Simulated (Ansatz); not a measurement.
# GaSi3H9: small, medium and large basis sets

The task here is to estimate one member of a computed series from the others.

The runs use Ansatz 0.2.0, Gaussian basis; one geometry, several basis sets.

The runs, in order: PBE0-D4/def2-SVP; ωB97M-V/def2-SVP; PBE0-D4/def2-QZVPP; ωB97M-V/def2-QZVPP; the functionals' def2-TZVPP values are taken from earlier runs.

## The relaxed structure

The geometry comes from an earlier relaxation with PBE0-D4 in a triple-zeta def2 set; it is a stationary point, not always the lowest conformer.

13 atoms, charge 0, spin multiplicity 1.

Atoms are counted from 1 here; the program's logs count them from 0.

Bond lengths: Si1–Ga2 2.419 Å, Si1–H5 1.489 Å, Si1–H6 1.493 Å, Si1–H7 1.489 Å, Ga2–Si3 2.419 Å, Ga2–Si4 2.419 Å, Si3–H8 1.489 Å, Si3–H9 1.489 Å, Si3–H10 1.493 Å, Si4–H11 1.489 Å, Si4–H12 1.493 Å, Si4–H13 1.489 Å. Angles: Ga2–Si1–H5 112.7°, Ga2–Si1–H6 107.9°, Ga2–Si1–H7 112.7°, H5–Si1–H6 107.6°, H5–Si1–H7 108.2°, H6–Si1–H7 107.6°, Si1–Ga2–Si3 119.9°, Si1–Ga2–Si4 119.9°, Si3–Ga2–Si4 119.9°, Ga2–Si3–H8 112.7°, Ga2–Si3–H9 112.7°, Ga2–Si3–H10 107.9°, H8–Si3–H9 108.2°, H8–Si3–H10 107.6°, H9–Si3–H10 107.6°, Ga2–Si4–H11 112.7°, Ga2–Si4–H12 107.9°, Ga2–Si4–H13 112.7° and more.

Set-up of the first run:

in.yaml

```yaml
crystal:
  periodic: [false, false, false]
  atoms:
    - {symbol: Si, position_ang: [-0.419414, 2.193174, -0.922266]}
    - {symbol: Ga, position_ang: [0.052729, -0.024140, -0.077000]}
    - {symbol: Si, position_ang: [1.963557, -0.385429, 1.362483]}
    - {symbol: Si, position_ang: [-1.492794, -1.835103, -0.507896]}
    - {symbol: H, position_ang: [-1.183278, 2.170263, -2.200640]}
    - {symbol: H, position_ang: [-1.256530, 2.902516, 0.089963]}
    - {symbol: H, position_ang: [0.813406, 3.002156, -1.132130]}
    - {symbol: H, position_ang: [2.480460, -1.780393, 1.290326]}
    - {symbol: H, position_ang: [3.089926, 0.543182, 1.067226]}
    - {symbol: H, position_ang: [1.532424, -0.137318, 2.769986]}
    - {symbol: H, position_ang: [-0.832616, -3.170090, -0.492070]}
    - {symbol: H, position_ang: [-2.521657, -1.828770, 0.573719]}
    - {symbol: H, position_ang: [-2.205716, -1.684848, -1.806901]}
basis:
  gaussian: {orbitals: def2-SVP}
hamiltonian: {xc: pbe0, dispersion: d4}
output: {orbitals: {seedname: orbitals}}
```

Command:

```
ansatz run in.yaml --threads 4 --pin off --events-out ev --progress --plain --max-ram 10444MiB
```

Steps of the session up to this table: PBE0-D4 in def2-SVP; ωB97M-V in def2-SVP; PBE0-D4 in def2-QZVPP; ωB97M-V in def2-QZVPP.

One table of the session follows, with a row left open; its other results are not shown here.

It belongs to the step «Density functionals: the series». 

```
functional       basis  HOMO (eV)  LUMO (eV)
   PBE0-D4    def2-SVP      -7.32      -2.63
   PBE0-D4  def2-TZVPP      -7.28      -2.63
   PBE0-D4  def2-QZVPP      -7.28      -2.64
   ωB97M-V    def2-SVP          ?          ?
   ωB97M-V  def2-TZVPP      -9.21      -0.90
   ωB97M-V  def2-QZVPP      -9.21      -0.94
```

**Question.** Estimate the row for ωB97M-V, def2-SVP.

As computed: HOMO (eV): -9.22; LUMO (eV): -0.88. In the column «HOMO (eV)» it is the lowest.
